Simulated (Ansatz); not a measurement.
# C6H16BN: taking an electron away

One table from this session's results is given with a row withheld; the runs are named, their logs left out.

Method: unrestricted cation, the program's frozen cores in correlated methods; program: Ansatz 0.2.0, Gaussian basis.

The runs, in order: UKS PBE-D4/def2-TZVPP; UKS r2SCAN-D4/def2-TZVPP; UKS PBE0-D4/def2-TZVPP; UKS B3LYP-D4/def2-TZVPP; UKS wB97X-V/def2-TZVPP; UKS wB97M-V/def2-TZVPP; UKS B2PLYP/def2-TZVPP; UHF-CCSD(T)/def2-TZVPP; UHF-MP2/def2-QZVPP; extrapolation to the limit; then −ε(HOMO) from the neutral's earlier runs with LDA (SPW92), PBE-D4, revPBE-D4, BLYP-D4, r2SCAN-D4, B97M-V, PBE0-D4, B3LYP-D4, r2SCANh-D4, r2SCAN0-D4, HSE06-D4, BHLYP-D4, CAM-B3LYP-D4, LC-ωPBE, ωB97X-V, ωB97M-V.

### Structure used throughout

All runs share one geometry, relaxed beforehand with PBE0-D4 in a triple-zeta def2 set.

SMILES `BN(CC)C(C)(C)C`, 24 atoms, charge 0, spin multiplicity 1.

Atoms are counted from 1 here; the program's logs count them from 0.

Bond lengths: B1–N2 1.388 Å, B1–H9 1.200 Å, B1–H10 1.192 Å, N2–C3 1.466 Å, N2–C5 1.478 Å, C3–C4 1.518 Å, C3–H11 1.092 Å, C3–H12 1.091 Å, C4–H13 1.093 Å, C4–H14 1.092 Å, C4–H15 1.091 Å, C5–C6 1.531 Å, C5–C7 1.530 Å, C5–C8 1.522 Å, C6–H16 1.092 Å, C6–H17 1.092 Å, C6–H18 1.092 Å, C7–H19 1.092 Å and more. Angles: N2–B1–H9 117.4°, N2–B1–H10 122.5°, H9–B1–H10 120.1°, B1–N2–C3 117.8°, B1–N2–C5 126.1°, C3–N2–C5 116.1°, N2–C3–C4 113.4°, N2–C3–H11 108.3°, N2–C3–H12 109.6°, C4–C3–H11 109.2°, C4–C3–H12 109.8°, H11–C3–H12 106.2°, C3–C4–H13 110.4°, C3–C4–H14 110.2°, C3–C4–H15 111.7°, H13–C4–H14 108.2°, H13–C4–H15 108.2°, H14–C4–H15 108.1° and more.

Coordinates:

```mol
C6H16BN
  3D, bonds by distance, orders not assigned

 24 23  0  0  0  0  0  0  0  0999 V2000
   -1.0384   -1.6783    0.6799 B   0  0
   -0.1586   -0.6394    0.4113 N   0  0
    0.7281   -0.1972    1.4925 C   0  0
    0.0286    0.6594    2.5320 C   0  0
    0.0019    0.0538   -0.8847 C   0  0
    1.3627   -0.3039   -1.4872 C   0  0
   -0.0995    1.5685   -0.6972 C   0  0
   -1.0787   -0.3697   -1.8686 C   0  0
   -1.0029   -2.1623    1.7771 H   0  0
   -1.8075   -2.0927   -0.1309 H   0  0
    1.1452   -1.0822    1.9775 H   0  0
    1.5750    0.3480    1.0724 H   0  0
    0.7275    0.9467    3.3222 H   0  0
   -0.7922    0.1029    2.9890 H   0  0
   -0.3832    1.5697    2.0931 H   0  0
    2.1924    0.0059   -0.8490 H   0  0
    1.4889    0.1910   -2.4528 H   0  0
    1.4347   -1.3827   -1.6406 H   0  0
   -1.0750    1.8409   -0.2886 H   0  0
    0.0168    2.0660   -1.6623 H   0  0
    0.6739    1.9586   -0.0334 H   0  0
   -0.9471    0.1912   -2.7963 H   0  0
   -1.0207   -1.4329   -2.1029 H   0  0
   -2.0768   -0.1616   -1.4793 H   0  0
  1  2  8  0
  2  3  8  0
  3  4  8  0
  2  5  8  0
  5  6  8  0
  5  7  8  0
  5  8  8  0
  1  9  8  0
  1 10  8  0
  3 11  8  0
  3 12  8  0
  4 13  8  0
  4 14  8  0
  4 15  8  0
  6 16  8  0
  6 17  8  0
  6 18  8  0
  7 19  8  0
  7 20  8  0
  7 21  8  0
  8 22  8  0
  8 23  8  0
  8 24  8  0
M  END
```

The first run:

Input file in.yaml:

```yaml
crystal:
  periodic: [false, false, false]
  atoms:
    - {symbol: B, position_ang: [-1.038417, -1.678295, 0.679910]}
    - {symbol: N, position_ang: [-0.158588, -0.639398, 0.411343]}
    - {symbol: C, position_ang: [0.728089, -0.197193, 1.492485]}
    - {symbol: C, position_ang: [0.028558, 0.659388, 2.532014]}
    - {symbol: C, position_ang: [0.001939, 0.053795, -0.884664]}
    - {symbol: C, position_ang: [1.362718, -0.303895, -1.487152]}
    - {symbol: C, position_ang: [-0.099544, 1.568486, -0.697183]}
    - {symbol: C, position_ang: [-1.078725, -0.369706, -1.868570]}
    - {symbol: H, position_ang: [-1.002865, -2.162277, 1.777136]}
    - {symbol: H, position_ang: [-1.807545, -2.092735, -0.130862]}
    - {symbol: H, position_ang: [1.145215, -1.082157, 1.977539]}
    - {symbol: H, position_ang: [1.575033, 0.348034, 1.072387]}
    - {symbol: H, position_ang: [0.727483, 0.946700, 3.322188]}
    - {symbol: H, position_ang: [-0.792171, 0.102889, 2.988957]}
    - {symbol: H, position_ang: [-0.383152, 1.569721, 2.093138]}
    - {symbol: H, position_ang: [2.192360, 0.005905, -0.848955]}
    - {symbol: H, position_ang: [1.488856, 0.191001, -2.452848]}
    - {symbol: H, position_ang: [1.434721, -1.382670, -1.640556]}
    - {symbol: H, position_ang: [-1.075037, 1.840911, -0.288623]}
    - {symbol: H, position_ang: [0.016788, 2.066037, -1.662310]}
    - {symbol: H, position_ang: [0.673898, 1.958584, -0.033448]}
    - {symbol: H, position_ang: [-0.947083, 0.191166, -2.796256]}
    - {symbol: H, position_ang: [-1.020688, -1.432914, -2.102883]}
    - {symbol: H, position_ang: [-2.076839, -0.161574, -1.479288]}
basis:
  gaussian: {orbitals: def2-TZVPP}
total_charge: 1
magnetization: {spin_polarized: true, initial_magnetization: 1}
hamiltonian: {xc: pbe, dispersion: d4}
```

Command:

```console
ansatz run in.yaml --threads 4 --pin off --events-out ev --progress --plain --max-ram 66560MiB --backend cuda --devices 0, --max-vram 37GiB
```

Among the steps run: Cation, UKS PBE-D4/def2-TZVPP; Cation, UKS r2SCAN-D4/def2-TZVPP; Cation, UKS PBE0-D4/def2-TZVPP; Cation, UKS B3LYP-D4/def2-TZVPP; Cation, UKS wB97X-V/def2-TZVPP; Cation, UKS wB97M-V/def2-TZVPP; Cation, UKS B2PLYP (frozen core)/def2-TZVPP; Cation, UHF-CCSD(T)/def2-TZVPP; Cation, UHF-MP2/def2-QZVPP.

One table of the session follows, with a row left open; its other results are not shown here.

Orbital estimates, from the neutral's runs:

```
  functional  −ε(HOMO) (eV)
 LDA (SPW92)           6.20
      PBE-D4              ?
   revPBE-D4           5.95
     BLYP-D4           5.88
   r2SCAN-D4           6.21
      B97M-V           6.36
     PBE0-D4           7.23
    B3LYP-D4           7.01
  r2SCANh-D4           6.67
  r2SCAN0-D4           7.37
    HSE06-D4           6.83
    BHLYP-D4           8.36
CAM-B3LYP-D4           8.59
     LC-ωPBE           9.94
     ωB97X-V           9.60
     ωB97M-V           9.55
```

**Question.** Estimate the row for PBE-D4.

As computed: −ε(HOMO) (eV): 6.03. In the column «−ε(HOMO) (eV)» it lies between revPBE-D4 (5.95) and LDA (SPW92) (6.20).
